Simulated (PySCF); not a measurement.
# BAsH4: NMR shifts and spin-spin couplings

Wanted: the NMR shifts and spin-spin couplings of BAsH4 (`B[AsH2]`), by calculation.

Computed with PySCF 2.14.0, with density-fitted response routines of our own, on a single molecule in the gas phase. Atoms are numbered from 0 throughout.

## (1) The molecule as given

6 atoms, charge 0, multiplicity 1; geometry from: GFN2-xTB.

Bonds of the start (Å): B0–As1 1.98, B0–H2 1.17, B0–H3 1.17, As1–H4 1.50, As1–H5 1.50.

## (2) Shielding tensors: PBE0/pcSseg-1

What the job is given:

```
{"job": {"kind": "nmr", "xc": "PBE0", "basis": "pcSseg-1"}, "charge": 0, "multiplicity": 1}
B      0.900458     0.049830    -0.021803
As    -0.956369    -0.038721    -0.689675
H      1.434083     1.080385     0.140155
H      1.543710    -0.922270     0.099663
H     -1.517341     0.988610     0.245804
H     -1.401418    -1.155843     0.204282
```

Method: GIAO PBE0/pcSseg-1 NMR shielding, non-relativistic, gas phase.

The log of the run:

```text
coarse grid: 6016 points
cycle   1  E = -2262.5236777694  dE = -9.015e-01  |g| = 6.688e-01  |ddm| = 2.091e+00
cycle   2  E = -2262.5276908670  dE = -4.013e-03  |g| = 4.624e-01  |ddm| = 3.659e-01
cycle   3  E = -2262.5405839948  dE = -1.289e-02  |g| = 8.985e-02  |ddm| = 2.800e-01
cycle   4  E = -2262.5415914569  dE = -1.007e-03  |g| = 1.781e-02  |ddm| = 1.014e-01
cycle   5  E = -2262.5417075062  dE = -1.160e-04  |g| = 2.121e-03  |ddm| = 2.571e-02
cycle   6  E = -2262.5417089543  dE = -1.448e-06  |g| = 5.961e-04  |ddm| = 3.115e-03
final grid: 45776 points
cycle   7  E = -2262.5363724708  dE = -1.091e-05  |g| = 2.605e-03  |ddm| = 9.775e-03
cycle   8  E = -2262.5363721822  dE =  2.886e-07  |g| = 2.839e-03  |ddm| = 4.727e-03
cycle   9  E = -2262.5363741922  dE = -2.010e-06  |g| = 2.767e-04  |ddm| = 2.887e-03
cycle  10  E = -2262.5363742124  dE = -2.023e-08  |g| = 4.143e-05  |ddm| = 3.635e-04
cycle  11  E = -2262.5363742126  dE = -2.128e-10  |g| = 2.098e-05  |ddm| = 6.320e-05
converged SCF energy = -2262.5363742126

GIAO shielding tensors (ppm)
atom      isotropic    diamagn.    paramagn.     s11        s22        s33       span
  0 B       -8.251     192.420    -200.671   -136.309    -31.909    143.465    279.774
  1 As    1753.260    2878.149   -1124.888   1517.436   1772.258   1970.088    452.652
  2 H       21.575      29.154      -7.579      9.659     27.140     27.926     18.268
  3 H       21.577      29.150      -7.573      9.666     27.139     27.927     18.261
  4 H       28.270      29.277      -1.007     21.168     23.506     40.138     18.970
  5 H       28.271      29.277      -1.006     21.168     23.503     40.142     18.973
```

Run time: 3.9 s. Hardware: 1 thread, shared host.

The references, computed at this level on geometries of the same kind, shield at (ppm): 1H TMS 31.72, 11B BF3·OEt2 100.1, 75As AsH3 1989. Their shielding less the atom's gives the shift. The references are single molecules in the gas phase. Shifts against hydride references such as AlH4− lie on their own scale. Atoms listed in one row are averaged.

| atoms | environment | σ (ppm) | δ (ppm) |
| --- | --- | --- | --- |
| H2, H3 | hydrogen on a boron bonded to As | 21.58 | 10.14 |
| H4, H5 | hydrogen on an arsenic bonded to B | 28.27 | 3.45 |
| B0 | boron bonded to As, 2 H | -8.3 | 108.3 |
| As1 | arsenic bonded to B, 2 H | 1753 | 235 |

Charges from the same density, by scheme (e):

| atoms | Mulliken | IAO | Hirshfeld | ESP fit |
| --- | --- | --- | --- | --- |
| B0 | 0.06 | -0.18 | 0.08 | 0.28 |
| As1 | -0.23 | 0.14 | 0.07 | -0.17 |

Mayer bond orders: B0–As1 1.16.

## (3) Indirect couplings: B3LYP/pcSseg-1+pcJ-1

Settings changed since step 2:

```diff
@@ -1,2 +1,2 @@
-{"job": {"kind": "nmr", "xc": "PBE0", "basis": "pcSseg-1"}, "charge": 0, "multiplicity": 1}
+{"job": {"kind": "j", "xc": "B3LYP", "basis": "pcJ-1"}, "charge": 0, "multiplicity": 1}
 B      0.900458     0.049830    -0.021803
```

Method: B3LYP/pcJ-1 As:pcSseg-1 indirect spin-spin coupling, non-relativistic, gas phase.

The log of the run:

```text
coarse grid: 6016 points
cycle   1  E = -2262.9016247293  dE = -9.036e-01  |g| = 7.193e-01  |ddm| = 1.963e+00
cycle   2  E = -2262.9045744664  dE = -2.950e-03  |g| = 5.278e-01  |ddm| = 4.019e-01
cycle   3  E = -2262.9217114770  dE = -1.714e-02  |g| = 1.031e-01  |ddm| = 3.181e-01
cycle   4  E = -2262.9231660646  dE = -1.455e-03  |g| = 2.462e-02  |ddm| = 1.282e-01
cycle   5  E = -2262.9233966244  dE = -2.306e-04  |g| = 2.886e-03  |ddm| = 3.481e-02
cycle   6  E = -2262.9233991222  dE = -2.498e-06  |g| = 6.991e-04  |ddm| = 4.237e-03
final grid: 45776 points
cycle   7  E = -2262.9171740452  dE = -2.008e-05  |g| = 2.168e-03  |ddm| = 7.629e-03
cycle   8  E = -2262.9171741112  dE = -6.606e-08  |g| = 2.083e-03  |ddm| = 2.972e-03
cycle   9  E = -2262.9171745605  dE = -4.493e-07  |g| = 2.997e-04  |ddm| = 1.722e-03
cycle  10  E = -2262.9171745729  dE = -1.234e-08  |g| = 7.256e-05  |ddm| = 3.711e-04
cycle  11  E = -2262.9171745750  dE = -2.136e-09  |g| = 1.990e-05  |ddm| = 1.162e-04
cycle  12  E = -2262.9171745751  dE = -1.432e-10  |g| = 2.048e-06  |ddm| = 2.110e-05
converged SCF energy = -2262.9171745751

Indirect spin-spin couplings (Hz)
  i      j    bonds     total        FC       PSO       DSO        SD
  0 B    2 H    1    140.641   141.357    -1.947     0.696     0.535
  0 B    3 H    1    140.556   141.270    -1.945     0.696     0.535
  0 B    4 H    2     -4.117    -3.354    -0.389    -0.399     0.025
  0 B    5 H    2     -4.092    -3.328    -0.388    -0.401     0.025
  2 H    3 H    2     -1.444    -1.944     1.995    -1.683     0.188
  2 H    4 H    3      6.305     6.053     0.078     0.114     0.060
  2 H    5 H    3      7.846     9.211     1.170    -2.528    -0.007
  3 H    4 H    3      7.864     9.229     1.170    -2.528    -0.007
  3 H    5 H    3      6.276     6.027     0.080     0.109     0.060
  4 H    5 H    2     -6.600    -6.089     0.784    -1.381     0.086
```

It took 5.4 s on 1 thread, shared host.

A choice of the couplings up to four bonds, sorted by the number of bonds, with means over like pairs; isotopes 11B, 1H:

| pair | bonds | J (Hz) | Fermi contact (Hz) |
| --- | --- | --- | --- |
| B0–H2 | 1 | 140.6 | 141.3 |
| H4–H5 | 2 | -6.6 | -6.1 |
| B0–H4 | 2 | -4.1 | -3.3 |
| H2–H3 | 2 | -1.4 | -1.9 |
| H2–H4 | 3 | 7.1 | 7.6 |

The response was solved for the nuclei of B, H alone, so couplings that need other nuclei can be missing.

Quadrupole couplings from the field gradients of the same density:

| atom | isotope | eQq/h (MHz) | η |
| --- | --- | --- | --- |
| As1 | 75As | -163.0 | 0.58 |
| B0 | 11B | 5.582 | 0.19 |

Shifts (PBE0/pcSseg-1, unscaled) and these couplings together give the proton spectrum at 300 MHz below. Couplings to quadrupolar nuclei are left out.

1H NMR δ 10.14 (br, 2H), 3.45 (m, 2H).

## (4) Outcome

| quantity | value |
| --- | --- |
| 1H shifts against TMS (PBE0/pcSseg-1, means over atoms taken as alike) | 10.14, 3.45 ppm |
| 11B shifts against BF3·OEt2 (PBE0/pcSseg-1) | 108.3 ppm |
| 75As shifts against AsH3 (PBE0/pcSseg-1) | 235 ppm |
| largest coupling of the table (B3LYP/pcSseg-1+pcJ-1) | 1J(B,H) B0–H2, 140.6 Hz |

At PBE0/pcSseg-1: The largest span, 453 ppm, is at As1, where the paramagnetic term is -1125 ppm. In the run at B3LYP/pcSseg-1+pcJ-1, the largest coupling of the table is B0–H2 (mean over like pairs), 140.6 Hz, of which the Fermi-contact term gives 141.3 Hz. Spin-orbit coupling is left out, which matters for shieldings and couplings at and beside the heavy atoms.
